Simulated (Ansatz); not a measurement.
**LaRe (CsCl type): a single-point run**

The task is a single-point run on LaRe (CsCl type). The structure is shown as the input types it.

Program: Ansatz 0.2.0. Level of theory: DFT PBE, scalar-relativistic, plane waves, PAW. These are calculated values, not measurements.

1 further run of the same task is left out (it didn't finish). Runs told in other sessions of the task aren't counted.

## (1) The system as given

It takes space group Pm-3m (No. 221, cubic). Conventional cell: a = 3.584 Å, b = 3.584 Å, c = 3.584 Å, α = 90.00°, β = 90.00°, γ = 90.00°. La (site symmetry m-3m) has 8 Re at 3.10 Å in its first shell of neighbours. Around Re (site symmetry m-3m) lie 8 La at 3.10 Å.

Structure file:

```xyz
2
Lattice="3.5836 0.0000 0.0000 0.0000 3.5836 0.0000 0.0000 0.0000 3.5836" Properties=species:S:1:pos:R:3 pbc="T T T"
La    0.0000    0.0000    0.0000
Re    1.7918    1.7918    1.7918
```

## (2) Running it

input.yaml

```yaml
crystal:
  lattice:
    - [3.5835543759, 0.0, 0.0]
    - [0.0, 3.5835543759, 0.0]
    - [0.0, 0.0, 3.5835543759]
  atoms:
    - { symbol: La, position: [0.0, 0.0, 0.0] }
    - { symbol: Re, position: [0.5, 0.5, 0.5] }
basis:
  ecutwfc: 420
  ecutrho_ratio: 4
kpoints:
  mp_grid: { grid: [10, 10, 10] }
hamiltonian:
  xc: pbe
scf:
  occupations: { method: methfessel_paxton, width: 2.0 }
  max_iter: 100
output:
  forces: true
  stress: true
```

The run is started by

```sh
> ansatz run input.yaml --threads 2 --pin off --max-ram 2662MiB --backend cpu --events-out ev --progress --plain --runs-dir out
```

**Question.** How will this run end, and is anything wrong with its input?

The program finished normally. Convergence says nothing about whether the input makes sense.

The suspect setting: scf.occupations.method is methfessel_paxton; scf.occupations.width is 2.0. A smearing this wide moves electrons out of filled levels into empty ones.

The test: set scf.occupations.method to gaussian and scf.occupations.width to 0.05.
